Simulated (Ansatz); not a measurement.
**CH₅ClSSn: taking an electron away**

The task here is to estimate one member of a computed series from the others.

Program: Ansatz 0.2.0, Gaussian basis. Level of theory: unrestricted cation, the program's frozen cores in correlated methods. These are calculated values, not measurements.

Plan: UKS PBE-D4/def2-TZVPP; UKS r2SCAN-D4/def2-TZVPP; UKS PBE0-D4/def2-TZVPP; UKS B3LYP-D4/def2-TZVPP; UKS wB97X-V/def2-TZVPP; UKS wB97M-V/def2-TZVPP; UKS B2PLYP/def2-TZVPP; UHF-CCSD(T)/def2-TZVPP; UHF-MP2/def2-QZVPP; extrapolation to the limit; then −ε(HOMO) from the neutral's earlier runs with LDA (SPW92), PBE-D4, revPBE-D4, BLYP-D4, r2SCAN-D4, B97M-V, PBE0-D4, B3LYP-D4, r2SCANh-D4, r2SCAN0-D4, HSE06-D4, BHLYP-D4, CAM-B3LYP-D4, LC-ωPBE, ωB97X-V, ωB97M-V.

### The relaxed structure

The geometry comes from an earlier relaxation with PBE0-D4 in a triple-zeta def2 set; it is a stationary point, not always the lowest conformer. Sn takes the def2 core potential; no spin-orbit term is included.

SMILES `C[S][SnH2][Cl]`, 9 atoms, charge 0, spin multiplicity 1.

Atoms are counted from 1 here; the program's logs count them from 0.

Bond lengths: C1–S2 1.818 Å, C1–H5 1.089 Å, C1–H6 1.090 Å, C1–H7 1.090 Å, S2–Sn3 2.374 Å, Sn3–Cl4 2.340 Å, Sn3–H8 1.698 Å, Sn3–H9 1.704 Å. Angles: S2–C1–H5 111.0°, S2–C1–H6 111.6°, S2–C1–H7 106.2°, H5–C1–H6 110.2°, H5–C1–H7 108.9°, H6–C1–H7 108.8°, C1–S2–Sn3 99.2°, S2–Sn3–Cl4 107.1°, S2–Sn3–H8 109.8°, S2–Sn3–H9 111.6°, Cl4–Sn3–H8 107.8°, Cl4–Sn3–H9 104.1°, H8–Sn3–H9 115.9°.

Set-up of the first run:

Input file in.yaml:

```yaml
crystal:
  periodic: [false, false, false]
  atoms:
    - {symbol: C, position_ang: [-0.021298, 1.370980, -0.867942]}
    - {symbol: S, position_ang: [1.368306, 0.253962, -0.511116]}
    - {symbol: Sn, position_ang: [0.266773, -1.276864, 0.931154]}
    - {symbol: Cl, position_ang: [-1.504286, -2.211087, -0.279848]}
    - {symbol: H, position_ang: [-0.840882, 0.834619, -1.344838]}
    - {symbol: H, position_ang: [-0.373289, 1.872919, 0.033190]}
    - {symbol: H, position_ang: [0.360652, 2.120700, -1.560631]}
    - {symbol: H, position_ang: [1.326889, -2.533906, 1.354183]}
    - {symbol: H, position_ang: [-0.494465, -0.477626, 2.228747]}
basis:
  gaussian: {orbitals: def2-TZVPP}
total_charge: 1
magnetization: {spin_polarized: true, initial_magnetization: 1}
hamiltonian: {xc: pbe, dispersion: d4}
```

Launch:

```console
$ ansatz run in.yaml --threads 2 --pin off --events-out ev --progress --plain --max-ram 32768MiB --backend cpu
```

Steps of the session up to this table: Cation, UKS PBE-D4/def2-TZVPP; Cation, UKS r2SCAN-D4/def2-TZVPP; Cation, UKS PBE0-D4/def2-TZVPP; Cation, UKS B3LYP-D4/def2-TZVPP; Cation, UKS wB97X-V/def2-TZVPP; Cation, UKS wB97M-V/def2-TZVPP; Cation, UKS B2PLYP (frozen core)/def2-TZVPP; Cation, UHF-CCSD(T)/def2-TZVPP; Cation, UHF-MP2/def2-QZVPP.

One table of the session follows, with a row left open; its other results are not shown here.

It belongs to the step «Ionisation energies side by side». For comparison, −ε(HOMO) of the neutral from earlier runs:

```
  functional  −ε(HOMO) (eV)
 LDA (SPW92)           6.06
      PBE-D4           5.96
   revPBE-D4           5.92
     BLYP-D4           5.81
   r2SCAN-D4           6.22
      B97M-V           6.33
     PBE0-D4           7.17
    B3LYP-D4           6.93
  r2SCANh-D4           6.67
  r2SCAN0-D4           7.34
    HSE06-D4           6.77
    BHLYP-D4           8.25
CAM-B3LYP-D4           8.48
     LC-ωPBE           9.87
     ωB97X-V              ?
     ωB97M-V           9.35
```

Q: Estimate the row for ωB97X-V from the others.

The run gave: −ε(HOMO) (eV): 9.52. In the column «−ε(HOMO) (eV)» it lies between ωB97M-V (9.35) and LC-ωPBE (9.87).
